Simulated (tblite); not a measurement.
# C3H9BClN3: the cost of one run

Computed with tblite 0.8.0 and PySCF 2.14.0, with density-fitted response routines of our own, on a single molecule in the gas phase. Atoms count from 0, in the outputs and in this text.

## Step 1: Starting geometry

17 atoms, charge 0, multiplicity 1; geometry from: force field or distance geometry start.

Bonds of the start (Å): C0–C1 1.54, C1–N2 1.47, N2–B3 1.56, B3–N4 1.56, B3–Cl5 1.86, B3–C6 1.55, C6–N7 1.15, C0–H8 1.11, C0–H9 1.11, C0–H10 1.11, C1–H11 1.10, C1–H12 1.13, N2–H13 1.04, N2–H14 1.06, N4–H15 1.05, N4–H16 1.04.

## Step 2: Optimising the geometry with GFN2-xTB

The job: settings as JSON, then the geometry in Å.

```
{"job": {"kind": "relax", "xc": "GFN2-xTB", "basis": "xTB"}, "charge": 0, "multiplicity": 1}
C      2.380800    -0.279800    -0.435600
C      0.858700    -0.510200    -0.399600
N      0.179900     0.629600     0.224100
B     -1.374000     0.463300     0.275900
N     -1.738400    -0.838400     1.046700
Cl    -2.120300     1.913900     1.169600
C     -1.977600     0.412500    -1.149200
N     -2.422300     0.379200    -2.206500
H      2.879500    -1.156600    -0.894600
H      2.597100     0.623600    -1.036800
H      2.767100    -0.139800     0.591200
H      0.503300    -0.680900    -1.429600
H      0.671200    -1.439500     0.208000
H      0.531900     0.766600     1.192900
H      0.382300     1.507200    -0.326200
H     -1.350000    -0.764900     2.018700
H     -2.776300    -0.873700     1.141100
```

Started as:

```bash
$ OMP_NUM_THREADS=1 python probes_run.py task.json out
```

One launch serves the whole session: the jobs run in the order shown.

Q: Estimate the wall time and peak memory of this first job on 1 thread of Intel Xeon at 2.50GHz, shared host.

About 1.6 s, with a peak of 0.18 GiB.
